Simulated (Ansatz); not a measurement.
Born–Oppenheimer molecular dynamics of a periodic cell of 39 atoms, K$_{8}$Ag$_{3}$Rh$_{4}$F$_{24}$ (host K2AgRhF6, host structure Fm-3m, one Ag atom removed). It starts from an unrelaxed structure (largest force component 2.09 eV/Å).

Method: Ansatz 0.2.0, DFT LDA, scalar-relativistic, plane waves, PAW. Settings: cutoff 420 eV, k mesh 1x1x1, fermi-dirac smearing 0.05 eV, no spin polarisation.

| Item | Value |
| --- | --- |
| ensemble | NVT, Langevin thermostat |
| time step | 2 fs |
| steps asked | 290 |
| set temperature | 500 K |
| friction | 0.05 /fs |
| seed | 946263 |

First frame:

```xyz
39
Lattice="8.9304 0.0000 0.0000 0.0000 8.9304 0.0000 0.0000 0.0000 8.9304" Properties=species:S:1:pos:R:3
K 2.233 2.233 2.233
K 6.698 6.698 6.698
Ag 4.465 4.465 4.465
Rh 0.000 0.000 0.000
F 4.465 4.465 2.066
F 6.865 4.465 4.465
F 4.465 4.465 6.865
F 4.465 2.066 4.465
F 4.465 6.865 4.465
F 2.066 4.465 4.465
K 6.698 6.698 2.233
K 2.233 2.233 6.698
Ag 0.000 0.000 4.465
Rh 4.465 4.465 0.000
F 0.000 0.000 2.066
F 2.400 0.000 4.465
F 0.000 0.000 6.865
F 0.000 6.531 4.465
F 0.000 2.400 4.465
F 6.531 0.000 4.465
K 6.698 2.233 6.698
K 2.233 6.698 2.233
Rh 4.465 0.000 4.465
F 0.000 4.465 6.531
F 2.400 4.465 0.000
F 0.000 4.465 2.400
F 0.000 2.066 0.000
F 0.000 6.865 0.000
F 6.531 4.465 0.000
K 2.233 6.698 6.698
K 6.698 2.233 2.233
Ag 4.465 0.000 0.000
Rh 0.000 4.465 4.465
F 4.465 0.000 6.531
F 6.865 0.000 0.000
F 4.465 0.000 2.400
F 4.465 6.531 0.000
F 4.465 2.400 0.000
F 2.066 0.000 0.000
```

Question: What does the run give?

Answer: All steps were run.

```json
{"steps done": "290", "time covered": "580 fs", "mean temperature over the second half": "494 K", "spread of the potential energy over the second half": "9.0 meV per atom", "mean potential energy of the second half above the start": "2.0 meV per atom"}
```

A run of 0.58 ps of so small a system gives no equilibrium averages. Limits of this set-up: coarse k mesh, odd electron count without spin, no spin, though dangling bonds at a vacancy may carry it, a small cell, in which the defect meets its images.

Question: What happens to the structure?

Answer: Mean squared displacements from the first frame to the last, about the centre of mass: K 0.23 Å², Ag 0.03 Å², Rh 0.02 Å², F 0.22 Å². Another seed would give other details.

Question: How do temperature and energy run in time?

Answer: 
```json
{"time (fs)": "0", "T (K)": "487", "potential energy less start (eV)": "0.000"}
{"time (fs)": "48", "T (K)": "483", "potential energy less start (eV)": "-0.276"}
{"time (fs)": "96", "T (K)": "487", "potential energy less start (eV)": "-0.127"}
{"time (fs)": "144", "T (K)": "443", "potential energy less start (eV)": "0.162"}
{"time (fs)": "192", "T (K)": "582", "potential energy less start (eV)": "0.183"}
{"time (fs)": "240", "T (K)": "417", "potential energy less start (eV)": "0.018"}
{"time (fs)": "288", "T (K)": "421", "potential energy less start (eV)": "-0.560"}
{"time (fs)": "336", "T (K)": "688", "potential energy less start (eV)": "-0.324"}
{"time (fs)": "384", "T (K)": "574", "potential energy less start (eV)": "0.045"}
{"time (fs)": "432", "T (K)": "468", "potential energy less start (eV)": "-0.229"}
{"time (fs)": "480", "T (K)": "418", "potential energy less start (eV)": "0.680"}
{"time (fs)": "528", "T (K)": "562", "potential energy less start (eV)": "0.594"}
{"time (fs)": "576", "T (K)": "460", "potential energy less start (eV)": "-0.054"}
```

The run took 19 min on 2 threads of Intel(R) Xeon(R) Platinum 8488C (Sapphire Rapids), on a shared host, peak memory 0.89 GiB.
